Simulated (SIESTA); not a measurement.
# TiCrP2 under changes of volume

One of the cells (15.136 Å³/atom); the others are scaled copies at fixed shape and fractional positions:

```xyz
4
Lattice="3.4761 0.0000 0.0000 -1.7381 3.0104 0.0000 0.0000 0.0000 5.7858" Properties=species:S:1:pos:R:3 pbc="T T T"
Cr    0.0000    0.0000    2.8929
Ti    0.0000    0.0000    0.0000
P     1.7381    1.0035    4.2459
P     0.0000    2.0069    1.5399
```

The cell comes from a database or a generator and needn't be the stable form of this composition.

| Property | Result |
| --- | --- |
| Program | SIESTA 5.4.2 |
| Functional | PBEsol |
| Potentials or basis | PseudoDojo 0.4 standard (PBEsol files) |
| Basis | DZP (energy shift 0.003 Ry; two zetas on semicore shells) |
| Grid cutoff | 800 Ry |
| Energy shift | 0.003 Ry |
| k mesh | 9 × 9 × 5 |
| Occupations | fermi-dirac, width 0.05 eV |
| Spin | collinear spin, ferromagnetic start |
| Starting moments | [3.0, 1.0, 0.0, 0.0] μB |

```tsv
volume (Å³/atom)	energy over the lowest point (meV/atom)	pressure (GPa)	moment (μB per cell)	largest force (eV/Å)
13.949	?	?	?	?
14.246	1.18	1.9	2.24	0.111
14.543	0.00	-0.8	2.37	0.085
15.136	12.01	-5.7	2.53	0.031
15.433	24.59	-7.9	2.59	0.006
15.730	41.12	-9.9	2.63	0.016
```

Task: What does the run at 13.949 Å³/atom give?

Result: Energy over the lowest point 7.66 meV/atom; pressure 4.8 GPa; moment 2.08 μB per cell; largest force 0.137 eV/Å.

Worked out: A Birch-Murnaghan fit of order 3 (a polynomial in V^(-2/3)) to the other rows has its minimum at 14.46 Å³/atom with B0 = V·E''(V) = 132 GPa (rough, since the energies scatter) at fixed shape and positions, which overstates the stiffness. It gives 7.64 meV/atom at 13.949 Å³/atom, against the run's 7.66, and -dE/dV = 5.0 GPa, against 4.8. A parabola through the other rows of the moment, of slope 0.495 μB per Å³/atom there, extrapolates to 2.11 μB, against the run's 2.08.

Energies are extrapolated to zero smearing.

Caveats: the basis of atomic orbitals isn't converged, which shifts pressures, moduli and gaps; a cell with one magnetic atom can't hold antiferromagnetic order, which such compounds often take.
